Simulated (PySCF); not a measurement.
# How the numerical set-up moves the result for H3OTa

The method stays; parts of the set-up, such as the basis or the Hamiltonian, are changed.

Method: each script names its method and basis; program: PySCF 2.14.0.

5 further runs of the same task are left out: 5 that didn't finish.

## 1. The starting structure

H3OTa: 5 atoms, charge 0, spin multiplicity 1.

Bond lengths: Ta1–O2 1.658 Å, Ta1–H3 1.746 Å, Ta1–H4 1.746 Å, Ta1–H5 1.746 Å. Angles: O2–Ta1–H3 103.4°, O2–Ta1–H4 103.4°, O2–Ta1–H5 103.4°, H3–Ta1–H4 114.8°, H3–Ta1–H5 114.8°, H4–Ta1–H5 114.8°.

Geometry (Å):

```xyz
5
charge 0, multiplicity 1
Ta    0.0000    0.1033    0.0731
O     0.0000   -1.2504   -0.8845
H     1.4712   -0.0568    1.0002
H    -1.4712   -0.0568    1.0002
H     0.0000    1.4147   -1.0801
```

## 2. The base run

Contents of input.py:

```python
from pyscf import gto, scf, mp

mol = gto.M(
    atom='Ta 0 0.1033 0.0731; O 0 -1.2504 -0.8845; H 1.4712 -0.0568 1.0002; H -1.4712 -0.0568 1.0002; H 0 1.4147 -1.0801',
    basis='sbkjc',
    ecp={'Ta': 'sbkjc', 'O': 'sbkjc'},
    charge=0,
    spin=0,
    verbose=4,
)
mf = scf.RHF(mol)
mf.level_shift = 0.3
mf.kernel()
mp.MP2(mf).kernel()
mf.dip_moment()
print('orbital energies (hartree):', mf.mo_energy[..., max(0, mol.nelec[1]-3):mol.nelec[0]+3].round(4))
```

Command:

```
$ OMP_NUM_THREADS=1 python input.py
```

## 3. Def2-svp

Run 1 changes basis set: sbkjc → def2-svp. The core potential changes with it: totals don't compare.

input.py: that of step 2 with these lines changed.

```diff
@@ -4,4 +4,4 @@
     atom='Ta 0 0.1033 0.0731; O 0 -1.2504 -0.8845; H 1.4712 -0.0568 1.0002; H -1.4712 -0.0568 1.0002; H 0 1.4147 -1.0801',
-    basis='sbkjc',
-    ecp={'Ta': 'sbkjc', 'O': 'sbkjc'},
+    basis='def2-svp',
+    ecp={'Ta': 'def2-svp'},
     charge=0,
```

## 4. Lanl2dz

Run 2 changes basis set: sbkjc → lanl2dz. The core potential changes with it: totals don't compare.

input.py: that of step 2 with these lines changed.

```diff
@@ -4,4 +4,4 @@
     atom='Ta 0 0.1033 0.0731; O 0 -1.2504 -0.8845; H 1.4712 -0.0568 1.0002; H -1.4712 -0.0568 1.0002; H 0 1.4147 -1.0801',
-    basis='sbkjc',
-    ecp={'Ta': 'sbkjc', 'O': 'sbkjc'},
+    basis='lanl2dz',
+    ecp={'Ta': 'lanl2dz'},
     charge=0,
```

## 5. Core potential off

Run 3 changes core potential: on → off. The core potential changes with it: totals don't compare.

input.py: that of step 2 with these lines changed.

```diff
@@ -5,3 +5,2 @@
     basis='sbkjc',
-    ecp={'Ta': 'sbkjc', 'O': 'sbkjc'},
     charge=0,
```

Q: Predict the outcome of this session. Wanted: for each run, E(SCF); from base; gap; SCF dipole; after the SCF.

The runs gave:

```
                             run  E(SCF) (hartree)  from base (eV)  cycles  gap (eV)  SCF dipole (D)  functions               after the SCF
                            base        -74.524991               0      13     13.22            3.72         45   MP2 correlation -9.255 eV
                        def2-svp       -132.904249  not comparable      14     13.31            3.30         61  MP2 correlation -13.668 eV
                         lanl2dz       -133.762945  not comparable      13     13.13            3.58         37   MP2 correlation -8.893 eV
core potential off (poor choice)      -2148.060011  not comparable      18      4.56           12.68         45   MP2 correlation -0.301 eV
```

What this shows: Rows marked «poor choice» come from settings spoiled on purpose.
